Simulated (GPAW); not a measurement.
**CsLiCr2Te2S3 in GPAW: the effect of starting spin order**

The system is CsLiCr2Te2S3.

```
CELL_PARAMETERS angstrom
3.42162 -5.18069 0.00784
3.42162 5.18069 0.00784
-2.90411 0.00000 7.43093
ATOMIC_POSITIONS crystal
Cs 0.09374 0.09374 0.00853
Li 0.58875 0.58875 0.55336
Cr 0.05646 0.46755 0.55790
Cr 0.46755 0.05646 0.55790
Te 0.56486 0.87357 0.29035
Te 0.87357 0.56486 0.29035
S 0.81151 0.39697 0.73347
S 0.39697 0.81151 0.73347
S 0.21404 0.21404 0.48371
```

The cell was built by a generator and needn't be a form met in nature.

Alike in all runs:

* Program: GPAW 26.7.0
* Task: single point
* Functional: PBE
* Potentials or basis: GPAW PAW data sets (gpaw-data 1.2.1)
* Cutoff: 800 eV
* Basis: pw
* k mesh: 4 × 4 × 3
* Occupations: fermi-dirac, width 0.05 eV

Problem. One run gave: energy over the lowest run 29.1 meV/atom; pressure 0.0 GPa; largest force 0.19 eV/Å; final net moment 0.00 μB; final largest site moment 1.97 μB. Which starting spin order did it use?
A. fm  larger moments
B. afm
C. fm
D. nm

Solution. B.

```csv
starting spin order,spin,starting moments,energy over the lowest run (meV/atom),pressure (GPa),largest force (eV/Å),final net moment (μB),final largest site moment (μB)
nm,no spin polarisation,-,106.2,-1.9,0.65,0.00,0.00
fm,"collinear spin, ferromagnetic start","[0.0, 0.0, 3.0, 3.0, 0.0, 0.0, 0.0, 0.0, 0.0] μB",0.0,0.2,0.11,4.02,2.20
afm,"collinear spin, antiferromagnetic start","[0.0, 0.0, 3.0, -3.0, 0.0, 0.0, 0.0, 0.0, 0.0] μB",29.1,0.0,0.19,0.00,1.97
fm  larger moments,"collinear spin, ferromagnetic start","[0.0, 0.0, 4.5, 4.5, 0.0, 0.0, 0.0, 0.0, 0.0] μB",0.0,0.2,0.11,4.02,2.20
```
